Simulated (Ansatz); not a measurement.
# PtSe2: the cost of one run

Method: DFT PBE, scalar-relativistic, plane waves, PAW, in Ansatz 0.2.0.

The COD entry's cell or inner coordinates are ideal or old and differ from later refinements, so a difference from it is no clean test against experiment.

### Step 1. The starting structure

It takes space group P-3m1 (No. 164, trigonal). The conventional cell has a = 3.724 Å, b = 3.724 Å, c = 5.062 Å, α = 90.00°, β = 90.00°, γ = 120.00°. Pt (site symmetry -3m) is surrounded by 6 Se at 2.49 Å. Se (site symmetry 3m) is surrounded by 3 Pt at 2.49 Å.

As a file:

```xyz
54
Lattice="11.1720 0.0000 0.0000 -5.5860 9.6752 0.0000 0.0000 0.0000 10.1240" Properties=species:S:1:pos:R:3 pbc="T T T"
Pt    0.0000    0.0000    0.0000
Pt    0.0000    0.0000    5.0620
Pt   -1.8620    3.2251    0.0000
Pt   -1.8620    3.2251    5.0620
Pt   -3.7240    6.4502    0.0000
Pt   -3.7240    6.4502    5.0620
Pt    3.7240    0.0000    0.0000
Pt    3.7240    0.0000    5.0620
Pt    1.8620    3.2251    0.0000
Pt    1.8620    3.2251    5.0620
Pt    0.0000    6.4502    0.0000
Pt    0.0000    6.4502    5.0620
Pt    7.4480    0.0000    0.0000
Pt    7.4480    0.0000    5.0620
Pt    5.5860    3.2251    0.0000
Pt    5.5860    3.2251    5.0620
Pt    3.7240    6.4502    0.0000
Pt    3.7240    6.4502    5.0620
Se    0.0000    2.1501    1.2655
Se    0.0000    2.1501    6.3275
Se   -1.8620    5.3751    1.2655
Se   -1.8620    5.3751    6.3275
Se   -3.7240    8.6002    1.2655
Se   -3.7240    8.6002    6.3275
Se    3.7240    2.1501    1.2655
Se    3.7240    2.1501    6.3275
Se    1.8620    5.3751    1.2655
Se    1.8620    5.3751    6.3275
Se    0.0000    8.6002    1.2655
Se    0.0000    8.6002    6.3275
Se    7.4480    2.1501    1.2655
Se    7.4480    2.1501    6.3275
Se    5.5860    5.3751    1.2655
Se    5.5860    5.3751    6.3275
Se    3.7240    8.6002    1.2655
Se    3.7240    8.6002    6.3275
Se    1.8620    1.0750    3.7965
Se    1.8620    1.0750    8.8585
Se    0.0000    4.3001    3.7965
Se    0.0000    4.3001    8.8585
Se   -1.8620    7.5252    3.7965
Se   -1.8620    7.5252    8.8585
Se    5.5860    1.0750    3.7965
Se    5.5860    1.0750    8.8585
Se    3.7240    4.3001    3.7965
Se    3.7240    4.3001    8.8585
Se    1.8620    7.5252    3.7965
Se    1.8620    7.5252    8.8585
Se    9.3100    1.0750    3.7965
Se    9.3100    1.0750    8.8585
Se    7.4480    4.3001    3.7965
Se    7.4480    4.3001    8.8585
Se    5.5860    7.5252    3.7965
Se    5.5860    7.5252    8.8585
```

The runs take a perfect supercell of 54 atoms; the defect goes to fractional position (0.111, 0.222, 0.125).

### Step 2. The perfect supercell

Contents of input.yaml:

```yaml
crystal:
  lattice:
    - [11.172, 0.0, 0.0]
    - [-5.586, 9.675236, 0.0]
    - [0.0, 0.0, 10.124]
  atoms:
    - { symbol: Pt, position: [0.0, 0.0, 0.0] }
    - { symbol: Pt, position: [0.0, 0.0, 0.5] }
    - { symbol: Pt, position: [0.0, 0.333333, 0.0] }
    - { symbol: Pt, position: [0.0, 0.333333, 0.5] }
    - { symbol: Pt, position: [0.0, 0.666667, 0.0] }
    - { symbol: Pt, position: [0.0, 0.666667, 0.5] }
    - { symbol: Pt, position: [0.333333, 0.0, 0.0] }
    - { symbol: Pt, position: [0.333333, 0.0, 0.5] }
    - { symbol: Pt, position: [0.333333, 0.333333, 0.0] }
    - { symbol: Pt, position: [0.333333, 0.333333, 0.5] }
    - { symbol: Pt, position: [0.333333, 0.666667, 0.0] }
    - { symbol: Pt, position: [0.333333, 0.666667, 0.5] }
    - { symbol: Pt, position: [0.666667, 0.0, 0.0] }
    - { symbol: Pt, position: [0.666667, 0.0, 0.5] }
    - { symbol: Pt, position: [0.666667, 0.333333, 0.0] }
    - { symbol: Pt, position: [0.666667, 0.333333, 0.5] }
    - { symbol: Pt, position: [0.666667, 0.666667, 0.0] }
    - { symbol: Pt, position: [0.666667, 0.666667, 0.5] }
    - { symbol: Se, position: [0.111111, 0.222222, 0.125] }
    - { symbol: Se, position: [0.111111, 0.222222, 0.625] }
    - { symbol: Se, position: [0.111111, 0.555556, 0.125] }
    - { symbol: Se, position: [0.111111, 0.555556, 0.625] }
    - { symbol: Se, position: [0.111111, 0.888889, 0.125] }
    - { symbol: Se, position: [0.111111, 0.888889, 0.625] }
    - { symbol: Se, position: [0.444444, 0.222222, 0.125] }
    - { symbol: Se, position: [0.444444, 0.222222, 0.625] }
    - { symbol: Se, position: [0.444444, 0.555556, 0.125] }
    - { symbol: Se, position: [0.444444, 0.555556, 0.625] }
    - { symbol: Se, position: [0.444444, 0.888889, 0.125] }
    - { symbol: Se, position: [0.444444, 0.888889, 0.625] }
    - { symbol: Se, position: [0.777778, 0.222222, 0.125] }
    - { symbol: Se, position: [0.777778, 0.222222, 0.625] }
    - { symbol: Se, position: [0.777778, 0.555556, 0.125] }
    - { symbol: Se, position: [0.777778, 0.555556, 0.625] }
    - { symbol: Se, position: [0.777778, 0.888889, 0.125] }
    - { symbol: Se, position: [0.777778, 0.888889, 0.625] }
    - { symbol: Se, position: [0.222222, 0.111111, 0.375] }
    - { symbol: Se, position: [0.222222, 0.111111, 0.875] }
    - { symbol: Se, position: [0.222222, 0.444444, 0.375] }
    - { symbol: Se, position: [0.222222, 0.444444, 0.875] }
    - { symbol: Se, position: [0.222222, 0.777778, 0.375] }
    - { symbol: Se, position: [0.222222, 0.777778, 0.875] }
    - { symbol: Se, position: [0.555556, 0.111111, 0.375] }
    - { symbol: Se, position: [0.555556, 0.111111, 0.875] }
    - { symbol: Se, position: [0.555556, 0.444444, 0.375] }
    - { symbol: Se, position: [0.555556, 0.444444, 0.875] }
    - { symbol: Se, position: [0.555556, 0.777778, 0.375] }
    - { symbol: Se, position: [0.555556, 0.777778, 0.875] }
    - { symbol: Se, position: [0.888889, 0.111111, 0.375] }
    - { symbol: Se, position: [0.888889, 0.111111, 0.875] }
    - { symbol: Se, position: [0.888889, 0.444444, 0.375] }
    - { symbol: Se, position: [0.888889, 0.444444, 0.875] }
    - { symbol: Se, position: [0.888889, 0.777778, 0.375] }
    - { symbol: Se, position: [0.888889, 0.777778, 0.875] }
basis:
  ecutwfc: 420
  fft_grid_basis: typed
kpoints:
  mp_grid: { grid: [3, 3, 1] }
hamiltonian:
  xc: pbe
  pseudopotentials: { kind: paw }
scf:
  occupations: { method: gaussian, width: 0.05 }
output:
  forces: true
  stress: false
  eigenvalues: true
  bader: false
  write_density: true
  volumetric_format: npy
```

On the command line:

```console
$ ansatz run input.yaml --threads 8 --pin off --max-ram 16384MiB --backend cpu --events-out ev --progress --plain --runs-dir out
```

Q: Estimate wall time and peak memory on 8 threads of Arm Neoverse V2, shared host.

About 17 s, with a peak of 6.8 GiB.
